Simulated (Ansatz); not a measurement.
# HgPd (P4/mmm): equation of state with a fit in Python

Where is the equilibrium volume of HgPd (P4/mmm), and how stiff is it? A script is to give an equation of state with a fit; the system is HgPd (P4/mmm).

Computed with Ansatz 0.2.0, driven from Python. Level of theory: DFT LDA, plane waves, PAW.

### Step 1. Starting point

The structure is tetragonal, space group P4/mmm (No. 123). Conventional cell: a = 3.026 Å, b = 3.026 Å, c = 3.702 Å, α = 90.00°, β = 90.00°, γ = 90.00°. Hg (site symmetry 4/mmm) is surrounded by 8 Pd at 2.83 Å and 4 Hg at 3.03 Å. Pd (site symmetry 4/mmm) has 8 Hg at 2.83 Å and 4 Pd at 3.03 Å as nearest neighbours.

No structure file is read: the coordinates are typed or built in the script.

### Step 2. Script

Input file hgpd_eos.py:

```python
import logging
import sys
import warnings

import ansatz as az
import numpy as np
from scipy.optimize import curve_fit

logging.basicConfig(stream=sys.stdout, format="%(levelname)s %(message)s")
logger = logging.getLogger("calc")
logger.setLevel(logging.INFO)

vectors0 = np.array([
    [3.026, 0.0, 0.0],
    [0.0, 3.026, 0.0],
    [0.0, 0.0, 3.702],
])
sites = [
    ("Hg", [0.0, 0.0, 0.0]),
    ("Pd", [0.5, 0.5, 0.5]),
]


def on_lattice(cell):
    crystal = az.Crystal(lattice=az.Lattice.of(cell))
    for symbol, position in sites:
        crystal = crystal.atom(symbol, position)
    return crystal

def vinet(v, e0, v0, b0, b1):
    eta = (v / v0) ** (1 / 3)
    return e0 + 2 * b0 * v0 / (b1 - 1) ** 2 * (2 - (5 + 3 * b1 * (eta - 1) - 3 * eta) * np.exp(-1.5 * (b1 - 1) * (eta - 1)))


def main() -> None:
    warnings.simplefilter("ignore", az.DeckWarning)

    volumes, energies = [], []
    for scale in np.linspace(0.95, 1.07, 5):
        cell = vectors0 * scale ** (1 / 3)
        calculation = on_lattice(cell).calculation()
        calculation = calculation.functional("lda").occupations(az.OccupationsMethod.METHFESSEL_PAXTON, width=0.1)
        calculation = calculation.scf(tolerance=1e-06)
        calculation = calculation.basis(500)
        calculation = calculation.kpoints(8, 8, 6)
        r = calculation.run().report
        volumes.append(abs(np.linalg.det(cell)) / len(sites))
        energies.append(r["free_energy_ev"] / len(sites))
        logger.info(f"V = {volumes[-1]:8.4f} A^3/atom  F = {energies[-1]:.5f} eV/atom")

    guess = (min(energies), volumes[int(np.argmin(energies))], 0.5, 4.5)
    (e0, v0, b0, b1), _ = curve_fit(vinet, np.array(volumes), np.array(energies), p0=guess, maxfev=20000)
    logger.info(f"Vinet fit: V0 = {v0:.4f} A^3/atom, B0 = {160.21766 * b0:.1f} GPa, B1 = {b1:.2f}")
    print("largest residual", round(1000 * float(np.abs(vinet(np.array(volumes), e0, v0, b0, b1) - energies).max()), 3), "meV/atom")


if __name__ == "__main__":
    main()
```

### Step 3. The input behind the calls

The engine receives this input (first run):

```yaml
crystal:
  lattice:
    - [2.974701954359456, 0.0, 0.0]
    - [0.0, 2.974701954359456, 0.0]
    - [0.0, 0.0, 3.6392421133637494]
  atoms:
    - { symbol: Hg, position: [0.0, 0.0, 0.0] }
    - { symbol: Pd, position: [0.5, 0.5, 0.5] }
basis:
  ecutwfc: 500.0
kpoints:
  mp_grid:
    grid: [8, 8, 6]
hamiltonian:
  xc: lda
scf:
  convergence:
    dr2_threshold: 1.0e-06
  occupations:
    method: methfessel_paxton
    width: 0.1
```

### Step 4. Running it

Command:

```sh
$ python hgpd_eos.py
```

**Question.** Where does the minimum lie against the volume typed, and how stiff is the crystal?

The runs gave:

| quantity | value |
| --- | --- |
| runs compared | 5 |
| range of energy | 71.92 meV/atom |
| lowest point, volume (Å³/atom) | 16.610 |
| equilibrium volume (fit) | 16.44 Å³/atom |
| bulk modulus (fit) | 167 GPa |

In words: A third-order Birch-Murnaghan fit through the 5 points (the script's own form differs a little) has its minimum at 16.44 Å³ an atom, 3.0 % below the typed cell, with a bulk modulus of 167 GPa and dB/dP = 5.9. From that minimum the energy rises by 3.8 meV an atom on the compressed side and 72.9 meV on the expanded side. The window is off centre, so dB/dP is rough. Reading the output:
- Spin is left out of this run.
- Shape and fractional positions are held along the curve, so the bulk modulus is an upper value where they are free to relax.
- For a metal this k-point mesh is coarse: on a finer one energies can move by several to tens of meV an atom and pressures by half a GPa or more, differences at one mesh by less.
- Spin-orbit coupling, which matters for elements this heavy, is left out.
